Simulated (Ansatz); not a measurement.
## Ba2Tl5V3O12 under changes of volume

One of the cells (22.603 Å³/atom); the others are scaled copies at fixed shape and fractional positions:

```
Ba V Tl O
1.0
     6.48991   -6.67692   -0.04765
     6.48991    6.67692   -0.04765
    -1.96739    0.00000    5.75220
Ba V Tl O
2 3 5 12
Direct
  0.47917 0.52083 0.00000
  0.79264 0.20736 0.00000
  0.65694 0.94605 0.25735
  0.05395 0.34306 0.74265
  0.57442 0.42558 0.50000
  0.49835 0.85629 0.63726
  0.14371 0.50165 0.36274
  0.01508 0.98492 0.50000
  0.30964 0.12677 0.21892
  0.87323 0.69036 0.78108
  0.00390 0.26325 0.44275
  0.59719 0.60676 0.67706
  0.91333 0.42820 0.84635
  0.52536 0.79943 0.20594
  0.68766 0.41628 0.31356
  0.09251 0.20316 0.88601
  0.58372 0.31234 0.68644
  0.79684 0.90749 0.11399
  0.57180 0.08667 0.15365
  0.20057 0.47464 0.79406
  0.73675 0.99610 0.55725
  0.39324 0.40281 0.32294
```

The cell was built by a generator and needn't be a form met in nature.

| Property | Result |
| --- | --- |
| Program | Ansatz 0.2.0 |
| Functional | PBE |
| Potentials or basis | Ansatz PAW |
| Cutoff | 420 eV (not typed: the program's choice for these potentials) |
| k mesh | 3 × 3 × 5 |
| Occupations | fermi-dirac, width 0.05 eV |
| Spin | collinear spin, ferromagnetic start |
| Starting moments | [0.0, 0.0, 2.0, 2.0, 2.0, 0.0, 0.0, 0.0, 0.0, 0.0, 0.0, 0.0, 0.0, 0.0, 0.0, 0.0, 0.0, 0.0, 0.0, 0.0, 0.0, 0.0] μB |

```tsv
volume (Å³/atom)	energy over the lowest point (meV/atom)	pressure (GPa)	gap on the mesh (eV)	largest force (eV/Å)
21.247	20.22	5.0	2.90	1.294
21.699	?	?	?	?
22.151	2.09	1.5	2.91	0.400
22.603	0.00	0.0	2.90	0.005
23.055	1.94	-1.3	2.88	0.370
23.507	7.45	-2.6	2.86	0.715
23.959	16.22	-3.6	2.83	1.035
```

**Question.** What does the run at 21.699 Å³/atom give?

**Answer.** Energy over the lowest point 8.69 meV/atom; pressure 3.2 GPa; gap on the mesh 2.91 eV; largest force 0.831 eV/Å.

Worked out: A Birch-Murnaghan fit of order 3 (a polynomial in V^(-2/3)) to the other rows has its minimum at 22.60 Å³/atom with B0 = V·E''(V) = 71 GPa and B' = 4.4 at fixed shape and positions, which overstates the stiffness. It gives 8.66 meV/atom at 21.699 Å³/atom, against the run's 8.69, and -dE/dV = 3.2 GPa, against 3.2. A parabola through the other rows of the gap, of slope 0.173 eV per unit of ln V there, gives 2.91 eV, against the run's 2.91.

Energies are extrapolated to zero smearing.

Caveats: odd divisions of the mesh miss points on the zone boundary, where band edges often lie, so the gap on the mesh can be too wide; spin-orbit coupling is left out, which as a rule narrows the gap of such compounds by several tenths of an eV; the starting moments weren't kept; forces of over 1 eV/Å show positions far from the minimum, so gaps and moduli don't describe the material at rest (some runs).

A mesh can miss the band edges.
